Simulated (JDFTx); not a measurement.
**ClBr (bromine chloride): single point with revPBE**

ClBr (bromine chloride), in a box:

```
CELL_PARAMETERS angstrom
9.00000 0.00000 0.00000
0.00000 9.00000 0.00000
0.00000 0.00000 12.00000
ATOMIC_POSITIONS crystal
Cl 0.50144 0.50233 0.41383
Br 0.50144 0.50233 0.59184
```

* Program: JDFTx 1.7.0 (patched build)
* Task: single point
* Functional: revPBE
* Potentials or basis: PseudoDojo-SR-PBE-0.5-standard with smoothed tails
* Cutoff: 789 eV
* Density cutoff: 3157 eV
* k mesh: 1 × 1 × 1
* Occupations: fixed
* Spin: no spin polarisation
* Coulomb boundary: Isolated
* Centre of the truncation: 0.501444 0.502333 0.502833
* Check on overlapping cores: none
* Local potential set to -Z/r beyond: 6 bohr
* Bands: 13
* Density cutoff over wavefunction cutoff: 4
* Max SCF steps: 100
* SCF threshold on the energy: 1e-07 Ha
* Solver of the electrons: minimize
* Further solve for the empty bands: yes

- Largest force: 0.451 eV/Å
- Gap between the frontier levels: 2.61 eV

Forces in eV/Å, atoms in the order of the input:
```
Cl   0.000  0.000 -0.451
Br   0.000  0.000  0.449
```

Levels at points of the mesh, in eV from the valence-band top:
```csv
k point,band 3,band 4,band 5,band 6,band 7,band 8
"(0.00, 0.00, 0.00)",-4.40,-2.38,-2.38,0.00,0.00,2.61
```

Wall time 56 s on 1 thread of Intel(R) Xeon(R) Platinum 8488C (Sapphire Rapids), on a shared host, peak memory 0.44 GiB.

Caveat: forces may be off by hundredths of an eV/Å; the potentials were made for another functional, which shifts forces and pressure.
